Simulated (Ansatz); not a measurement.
**C2H8OSSi: molecular dynamics**

Method: UKS B3LYP-D4/STO-3G, in Ansatz 0.2.0.

### 1 The structure to begin with

Bond lengths: C1–S2 1.780 Å, S2–C3 1.810 Å, C3–Si4 1.851 Å, Si4–O5 1.636 Å, C1–H6 1.170 Å, C1–H7 1.081 Å, C1–H8 1.045 Å, C3–H9 1.150 Å, C3–H10 1.104 Å, Si4–H11 1.558 Å, Si4–H12 1.454 Å, O5–H13 1.021 Å. Angles (14 of 20 angles, heavy atoms first): C1–S2–C3 97.2°, S2–C3–Si4 112.4°, C3–Si4–O5 115.6°, S2–C1–H6 107.1°, S2–C1–H7 111.6°, S2–C1–H8 112.0°, S2–C3–H9 105.6°, S2–C3–H10 111.0°, Si4–C3–H9 108.1°, Si4–C3–H10 115.5°, C3–Si4–H11 104.6°, C3–Si4–H12 111.4°, O5–Si4–H11 106.3°, O5–Si4–H12 111.6°.

Coordinates:

```xyz
13

C    -1.6731    0.7426    0.9711
S    -0.0192    1.3586    0.7370
C     0.8147   -0.2469    0.6692
Si    0.9647   -0.8909   -1.0599
O     1.4867    0.1886   -2.1731
H    -2.3788    1.6720    1.0541
H    -2.0245    0.2036    0.1022
H    -1.7678    0.2055    1.8630
H     1.8748   -0.0625    1.0746
H     0.3811   -0.9496    1.4022
H    -0.4909   -1.2672   -1.4667
H     1.7384   -2.1208   -1.1024
H     1.1145    1.1323   -2.0565
```

### 2 Preparing the start

Contents of input.yaml:

```yaml
crystal:
  periodic: [false, false, false]
  atoms:
    - { symbol: C, position_ang: [-1.6731, 0.7426, 0.9711] }
    - { symbol: S, position_ang: [-0.0192, 1.3586, 0.737] }
    - { symbol: C, position_ang: [0.8147, -0.2469, 0.6692] }
    - { symbol: Si, position_ang: [0.9647, -0.8909, -1.0599] }
    - { symbol: O, position_ang: [1.4867, 0.1886, -2.1731] }
    - { symbol: H, position_ang: [-2.3788, 1.672, 1.0541] }
    - { symbol: H, position_ang: [-2.0245, 0.2036, 0.1022] }
    - { symbol: H, position_ang: [-1.7678, 0.2055, 1.863] }
    - { symbol: H, position_ang: [1.8748, -0.0625, 1.0746] }
    - { symbol: H, position_ang: [0.3811, -0.9496, 1.4022] }
    - { symbol: H, position_ang: [-0.4909, -1.2672, -1.4667] }
    - { symbol: H, position_ang: [1.7384, -2.1208, -1.1024] }
    - { symbol: H, position_ang: [1.1145, 1.1323, -2.0565] }
magnetization:
  spin_polarized: true
basis:
  gaussian: { orbitals: STO-3G }
hamiltonian:
  xc: b3lyp
  dispersion: d4
relax:
  f_tol: 0.02
  max_steps: 40
```

Run with:

```console
> ansatz run input.yaml --threads 1 --pin off --max-ram 2048MiB --backend cpu --events-out ev --progress --plain --runs-dir out
```

Q: Estimate wall time and peak memory on 1 thread of an Arm CPU, shared host.

About 88 s, with a peak of 0.17 GiB.
